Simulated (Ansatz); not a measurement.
**CH3ClInN: how energies converge with the basis set**

Aim: see how fast density functionals converge with the basis set for CH3ClInN.

Method: one geometry, several basis sets; program: Ansatz 0.2.0, Gaussian basis.

Levels to be run: PBE0-D4/def2-SVP; ωB97M-V/def2-SVP; PBE0-D4/def2-QZVPP; ωB97M-V/def2-QZVPP; the functionals' def2-TZVPP values are taken from earlier runs.

### Step 1. The geometry

An earlier PBE0-D4 in a triple-zeta def2 set relaxation fixed the geometry. In takes the def2 core potential; no spin-orbit term is included.

7 atoms, charge 0, spin multiplicity 1.

Atoms are counted from 1 here; the program's logs count them from 0.

Bond lengths: Cl1–In2 2.479 Å, C3–N4 1.259 Å, C3–H5 1.093 Å, C3–H6 1.090 Å, N4–H7 1.021 Å. Angles: N4–C3–H5 123.6°, N4–C3–H6 119.2°, H5–C3–H6 117.1°, C3–N4–H7 115.2°.

### Step 2. PBE0-D4 in def2-SVP

Input file in.yaml:

```yaml
crystal:
  periodic: [false, false, false]
  atoms:
    - {symbol: Cl, position_ang: [-0.543697, -3.009304, -0.469514]}
    - {symbol: In, position_ang: [-1.628987, -1.512845, 1.182398]}
    - {symbol: C, position_ang: [0.447045, 1.272598, -0.020961]}
    - {symbol: N, position_ang: [0.054936, 0.076245, -0.022133]}
    - {symbol: H, position_ang: [1.217600, 1.657994, -0.693494]}
    - {symbol: H, position_ang: [0.003901, 1.977150, 0.683554]}
    - {symbol: H, position_ang: [0.510403, -0.529737, -0.705650]}
basis:
  gaussian: {orbitals: def2-SVP}
hamiltonian: {xc: pbe0, dispersion: d4}
output: {orbitals: {seedname: orbitals}}
```

Launch:

```sh
ansatz run in.yaml --threads 2 --pin off --events-out ev --progress --plain --max-ram 4352MiB
```

The runs that follow: ωB97M-V in def2-SVP; PBE0-D4 in def2-QZVPP; ωB97M-V in def2-QZVPP.

Q: Predict the results of all the runs planned. Wanted: PBE0-D4: double and triple zeta above quadruple; ωB97M-V: double and triple zeta above quadruple.

The runs gave:

| quantity | value |
| --- | --- |
| PBE0-D4: double and triple zeta above quadruple | 7.94, 0.55 eV |
| ωB97M-V: double and triple zeta above quadruple | 8.04, 0.53 eV |

**Reading.** PBE0-D4 gains 7.40 eV from double to triple zeta, then 0.55 eV more. These are total energies; as a rule much of such shifts cancels in differences, which this series doesn't test.
